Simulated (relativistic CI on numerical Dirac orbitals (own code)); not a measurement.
# In²⁺: one ion under different settings

How much do the settings matter for In²⁺? One ion, several inputs.

The numbers are computed with relativistic CI on numerical Dirac orbitals (own code) version 3 (Dirac-Coulomb-Breit CI, KLI orbitals optimised for each configuration, model QED (radiative potential, 1s self-energy scaled to tabulated hydrogen-like ionisation energies), numerical settings as typed), except any that are marked as measured or tabulated.

## Step 1: The system

```
ion            : In²⁺ (In III)
nuclear charge : 49
electrons      : 47
isotope        : A = 115
```

## Step 2: Usual settings

Settings, as recorded:

```ini
atom In  Z=49  charge=2  electrons=47
nucleus A=115  rms_radius_fm=4.6156
hamiltonian dirac-coulomb  breit=on  qed=on  c_scale=1
orbitals kli  potential=per-configuration
slater_scale 1
correlation none
mixing on
grid step=0.0125 r_max=86.5
scf mixing=0.4 start=green max_iterations=150 tolerance=2e-08 node_fill=0.05
configurations
  [Kr] 4d10 5s
  [Kr] 4d10 5p
  [Kr] 4d10 5d
  [Kr] 4d10 6s
  [Kr] 4d9 5s2
end
```

Run with:

```bash
$ python run_levels.py task.json out
```

One command runs all members of the session, one after another, from task.json.

## Step 3: Tolerance 1e-05, speed-of-light factor 1.25

Settings, as recorded:

```ini
atom In  Z=49  charge=2  electrons=47
nucleus A=115  rms_radius_fm=4.6156
hamiltonian dirac-coulomb  breit=on  qed=on  c_scale=1.25
orbitals kli  potential=per-configuration
slater_scale 1
correlation none
mixing on
grid step=0.0125 r_max=86.5
scf mixing=0.4 start=green max_iterations=150 tolerance=1e-05 node_fill=0.05
configurations
  [Kr] 4d10 5s
  [Kr] 4d10 5p
  [Kr] 4d10 5d
  [Kr] 4d10 6s
  [Kr] 4d9 5s2
end
```

## Step 4: Tolerance 1e-10

Settings, as recorded:

```ini
atom In  Z=49  charge=2  electrons=47
nucleus A=115  rms_radius_fm=4.6156
hamiltonian dirac-coulomb  breit=on  qed=on  c_scale=1
orbitals kli  potential=per-configuration
slater_scale 1
correlation none
mixing on
grid step=0.0125 r_max=86.5
scf mixing=0.4 start=green max_iterations=150 tolerance=1e-10 node_fill=0.05
configurations
  [Kr] 4d10 5s
  [Kr] 4d10 5p
  [Kr] 4d10 5d
  [Kr] 4d10 6s
  [Kr] 4d9 5s2
end
```

## Step 5: Slater scale 0

The settings differ from step 4 so:

```diff
@@ -4,3 +4,3 @@
 orbitals kli  potential=per-configuration
-slater_scale 1
+slater_scale 0
 correlation none
@@ -8,3 +8,3 @@
 grid step=0.0125 r_max=86.5
-scf mixing=0.4 start=green max_iterations=150 tolerance=1e-10 node_fill=0.05
+scf mixing=0.4 start=green max_iterations=97 tolerance=2e-08 node_fill=0.05
 configurations
```

(Steps that only read results are left out.)

Q: Predict the outcome of this session. Wanted: lowest level, usual settings; total energy; first excitation.

**Answer**, as computed:

| setting | total energy less usual (Ha) | largest shift of a level among the lowest eight of both runs, same label and place (cm⁻¹) | SCF iterations | time | lowest level | kind of change |
| --- | --- | --- | --- | --- | --- | --- |
| usual | 0 | 0 | 59 | 0.48 s | 5s 2S1/2 | - |
| tolerance 1e-05, speed-of-light factor 1.25 | 50.7 | 4440 | 47 | 0.43 s | 5s 2S1/2 | unphysical constant |
| tolerance 1e-10 | 0 | 0 | 70 | 0.51 s | 5s 2S1/2 | numerical |
| Slater scale 0 | 0 | 1650 | 59 | 0.47 s | 5s 2S1/2 | unsound |

| quantity | value |
| --- | --- |
| lowest level, usual settings | 5s 2S1/2 |
| total energy | -5872.7219 Ha |
| first excitation | 53863 cm⁻¹ |

In words: Among the runs whose levels can be followed, they move most under «tolerance 1e-05, speed-of-light factor 1.25» (unphysical constant), by up to 4440 cm⁻¹. No visible change in the result comes from «tolerance 1e-10». Only the listed configurations are in the model. Near neutrality, missing correlation can shift configurations against each other by thousands of cm⁻¹.
